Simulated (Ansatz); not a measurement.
# FGaH4OSi: up Jacob's ladder to CCSD(T)

The task here is to estimate one member of a computed series from the others.

The runs use Ansatz 0.2.0, Gaussian basis; functionals in def2-TZVPP, the program's frozen cores in correlated methods.

Plan: LDA (SPW92), PBE-D4, revPBE-D4, BLYP-D4, r2SCAN-D4, B97M-V, PBE0-D4, B3LYP-D4, r2SCANh-D4, r2SCAN0-D4, HSE06-D4, BHLYP-D4, CAM-B3LYP-D4, LC-ωPBE, ωB97X-V, ωB97M-V, B2PLYP, PBE-QIDH; CCSD(T)/def2-SVP; CCSD(T)/def2-TZVPP; CCSD(T)/def2-QZVPP; extrapolation to the limit; RPA on PBE.

### The relaxed structure

An earlier PBE0-D4 in a triple-zeta def2 set relaxation fixed the geometry.

8 atoms, charge 0, spin multiplicity 1.

Atoms are counted from 1 here; the program's logs count them from 0.

Bond lengths: F1–Ga2 1.751 Å, Ga2–O3 1.763 Å, Ga2–H5 1.537 Å, O3–Si4 1.639 Å, Si4–H6 1.485 Å, Si4–H7 1.488 Å, Si4–H8 1.488 Å. Angles: F1–Ga2–O3 113.0°, F1–Ga2–H5 121.9°, O3–Ga2–H5 125.1°, Ga2–O3–Si4 138.2°, O3–Si4–H6 108.0°, O3–Si4–H7 111.0°, O3–Si4–H8 111.0°, H6–Si4–H7 109.1°, H6–Si4–H8 109.1°, H7–Si4–H8 108.7°.

The first run:

File in.yaml:

```yaml
crystal:
  periodic: [false, false, false]
  atoms:
    - {symbol: F, position_ang: [0.857060, 1.472047, 1.846243]}
    - {symbol: Ga, position_ang: [1.323898, 1.220197, 0.177528]}
    - {symbol: O, position_ang: [0.322195, 0.024793, -0.643955]}
    - {symbol: Si, position_ang: [-0.952805, -0.945843, -0.299139]}
    - {symbol: H, position_ang: [2.493055, 1.984213, -0.463099]}
    - {symbol: H, position_ang: [-1.287457, -1.717233, -1.523245]}
    - {symbol: H, position_ang: [-0.618609, -1.894345, 0.796906]}
    - {symbol: H, position_ang: [-2.137327, -0.143828, 0.108751]}
basis:
  gaussian: {orbitals: def2-TZVPP}
hamiltonian: {xc: lda}
output: {orbitals: {seedname: orbitals}}
```

The run is started by

```sh
$ ansatz run in.yaml --threads 2 --pin off --events-out ev --progress --plain --max-ram 32768MiB --backend cpu
```

Among the steps run: LDA; PBE-D4 (GGA); revPBE-D4 (GGA); BLYP-D4 (GGA); r2SCAN-D4 (meta-GGA); B97M-V (meta-GGA); B3LYP-D4 (hybrid); r2SCANh-D4 (hybrid); r2SCAN0-D4 (hybrid); HSE06-D4 (hybrid); BHLYP-D4 (hybrid); CAM-B3LYP-D4 (range-separated); LC-ωPBE (range-separated); ωB97X-V (range-separated); ωB97M-V (range-separated); B2PLYP (double hybrid); PBE-QIDH (double hybrid).

One of the session's tables, all rows but one given; the rest of the session is left out.

| functional | HOMO (eV) | gap (eV) |
| --- | --- | --- |
| LDA (SPW92) | -7.49 | 5.24 |
| PBE-D4 | -7.40 | 5.42 |
| revPBE-D4 | -7.36 | 5.50 |
| BLYP-D4 | -7.33 | 5.36 |
| r2SCAN-D4 | -7.75 | 6.09 |
| B97M-V | -7.84 | 5.89 |
| PBE0-D4 | -8.81 | 7.64 |
| B3LYP-D4 | -8.61 | 7.13 |
| r2SCANh-D4 | -8.27 | 6.89 |
| r2SCAN0-D4 | -9.05 | 8.08 |
| HSE06-D4 | -8.41 | 6.87 |
| BHLYP-D4 | -10.18 | 9.70 |
| CAM-B3LYP-D4 | -10.25 | 9.93 |
| LC-ωPBE | -11.61 | 12.56 |
| ωB97X-V | ? | ? |
| ωB97M-V | -11.11 | 11.61 |

Q: Estimate the row for ωB97X-V from the others.

The run gave: HOMO (eV): -11.27; gap (eV): 12.05. In the column «HOMO (eV)» it lies between LC-ωPBE (-11.61) and ωB97M-V (-11.11).
